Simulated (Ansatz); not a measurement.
# UPBE0/def2-SVP (core potential) run of InNH2Cl (SMILES [NH2][In][Cl])

Aim: the electronic atomisation energy of InNH2Cl at UPBE0/def2-SVP (core potential), from 5 runs. 

The results are computed with Ansatz 0.2.0.

53 further runs of the same task are left out: 53 set aside as unsound or not needed.

**1. Starting point**

The species is InNH2Cl (5 atoms), meant as a doublet with charge 0. SMILES: `[NH2][In][Cl]`. The coordinates come from a PBE0-D4/def2-TZVP relaxation. This is one conformer, not always the lowest.

Bond lengths: N1–In2 2.072 Å, In2–Cl3 2.369 Å, N1–H4 1.015 Å, N1–H5 1.017 Å. Angles: N1–In2–Cl3 113.1°, In2–N1–H4 113.0°, In2–N1–H5 110.3°, H4–N1–H5 107.4°.

**2. A single-point energy at UPBE0/def2-SVP (core potential)**

Input file in.yaml:

```yaml
crystal:
  periodic: [false, false, false]
  atoms:
    - {symbol: "N", position_ang: [-0.142600, 0.808600, -0.493900]}
    - {symbol: In, position_ang: [-0.411600, -1.217800, -0.153300]}
    - {symbol: Cl, position_ang: [1.391500, -2.211500, 1.018700]}
    - {symbol: H, position_ang: [-0.999700, 1.283800, -0.756700]}
    - {symbol: H, position_ang: [0.212300, 1.263200, 0.343800]}
basis:
  gaussian: {orbitals: def2-SVP}
total_charge: 0
magnetization: {spin_polarized: true, initial_magnetization: 1}
hamiltonian: {xc: {name: PBE0}}
output: {orbitals: {seedname: orbitals}}
accuracy: high
```

The run is started by

```sh
$ ansatz run in.yaml --threads 1 --pin off --max-ram 3480MiB --events-out events.jsonl --progress --plain --runs-dir runs
```

Log:

```text
Warning: RAYON_NUM_THREADS=1 ignored (pool sized by the plan → 1); use --threads N
Functional definition: PBE0
  name "PBE0"
  parameter a = 0.25
  parameter kappa = 0.804
  parameter beta = 0.06672455060314922
  exchange = (1 - a)*pbe_x(kappa = kappa, mu = beta*pi^2/3) + a*exact_x
  correlation = pbe_c(beta = beta)
1544 factors; integrals over basis functions are off by at most 3.3e-9 eV
mean field evaluation 1: about -19201.4437 eV, gradient 4.0e1 eV
mean field evaluation 2: about -19159.7995 eV, gradient 8.2e1 eV
mean field evaluation 4: about -19208.5939 eV, gradient 6.6e0 eV
mean field evaluation 8: about -19208.9316 eV, gradient 8.2e-1 eV
mean field evaluation 16: about -19208.9379 eV, gradient 1.6e-3 eV
mean field -19208.93788033 eV, -705.9154468163 hartree, gradient 2.4e-8 eV, S^2 0.756943; 0 other end points of the search recorded, 0 dependent functions left out
reference -19208.93788309 eV, -705.9154469179 hartree; 24, 23 occupied and 44, 45 virtual orbitals, 1544 factors
Total energy: -19208.93788309 eV, -705.9154469179 hartree
```

Wall time 12 s (1 thread of Arm Neoverse V1, shared host); peak memory 0.31 GiB.

**3. The Cl atom at the same level**

Input file job.yaml:

```yaml
crystal:
  periodic: [false, false, false]
  atoms:
    - {symbol: Cl, position_ang: [0.000000, 0.000000, 0.000000]}
basis:
  gaussian:
    orbitals: def2-SVP
magnetization:
  spin_polarized: true
  initial_magnetization: 1
accuracy: high
hamiltonian:
  xc: {name: PBE0}
```

Run the same way, it converges to -459.83853 Eh (log not shown).

**4. The H atom**

Input file in.yaml:

```yaml
crystal:
  periodic: [false, false, false]
  atoms:
    - {symbol: H, position_ang: [0.000000, 0.000000, 0.000000]}
basis:
  gaussian:
    orbitals: def2-SVP
magnetization:
  spin_polarized: true
  initial_magnetization: 1
hamiltonian:
  xc: {name: PBE0}
accuracy: high
```

The run is started by

```sh
$ ansatz run in.yaml --threads 1 --pin off --max-ram 3480MiB --events-out events.jsonl --progress --plain --runs-dir runs
```

Log, cut to the lines that bear on the results:

```text
Warning: RAYON_NUM_THREADS=1 ignored (pool sized by the plan → 1); use --threads N
[... 7 set-up lines as earlier in the session ...]
15 factors; integrals over basis functions are off by at most 8.9e-10 eV
mean field evaluation 1: about -13.6123 eV, gradient 3.3e-1 eV
mean field evaluation 2: about -13.6122 eV, gradient 3.3e-1 eV
mean field evaluation 4: about -13.6136 eV, gradient 4.5e-6 eV
mean field evaluation 8: about -13.6136 eV, gradient 1.3e-10 eV
mean field -13.61360498 eV, -0.5002907553 hartree, gradient 2.2e-10 eV, S^2 0.750000; 0 other end points of the search recorded, 0 dependent functions left out
reference -13.61360633 eV, -0.5002908051 hartree; 1, 0 occupied and 4, 5 virtual orbitals, 15 factors
Total energy: -13.61360633 eV, -0.5002908051 hartree
```

Wall time 0.12 s (1 thread of Arm Neoverse V1, shared host).

**5. The In atom**

Input file in.yaml:

```yaml
basis:
  gaussian:
    orbitals: def2-SVP
crystal:
  periodic: [false, false, false]
  atoms:
    - {symbol: In, position_ang: [0.000000, 0.000000, 0.000000]}
magnetization:
  spin_polarized: true
  initial_magnetization: 1
hamiltonian:
  xc: pbe0
accuracy: high
```

Run the same way, it converges to -190.10951 Eh (log not shown).

**6. The N atom**

Input file run.yaml:

```yaml
basis:
  gaussian:
    orbitals: def2-SVP
crystal:
  periodic: [false, false, false]
  atoms:
    - {symbol: "N", position_ang: [0.000000, 0.000000, 0.000000]}
magnetization:
  spin_polarized: true
  initial_magnetization: 3
hamiltonian:
  xc: pbe0
accuracy: high
```

Run the same way, it converges to -54.47898 Eh (log not shown).

**7. Results**

At UPBE0/def2-SVP (core potential):

| quantity | value |
| --- | --- |
| molecule: total energy | -705.91545 Eh |
| molecule: HOMO energy (highest over α and β) | -6.29 eV |
| molecule: LUMO energy (lowest over α and β) | -3.51 eV |
| molecule: ⟨S²⟩ | 0.757 |
| Cl atom: total energy | -459.83853 Eh |
| Cl atom: ⟨S²⟩ | 0.752 |
| H atom: total energy | -0.50029 Eh |
| H atom: ⟨S²⟩ | 0.750 |
| In atom: total energy | -190.10951 Eh |
| In atom: ⟨S²⟩ | 0.753 |
| N atom: total energy | -54.47898 Eh |
| N atom: ⟨S²⟩ | 3.753 |
| electronic atomisation energy | 13.275 eV |

**Reading.** Taking the molecule apart into free atoms costs 13.27 eV (1281 kJ/mol), before zero-point energy and without spin-orbit coupling.
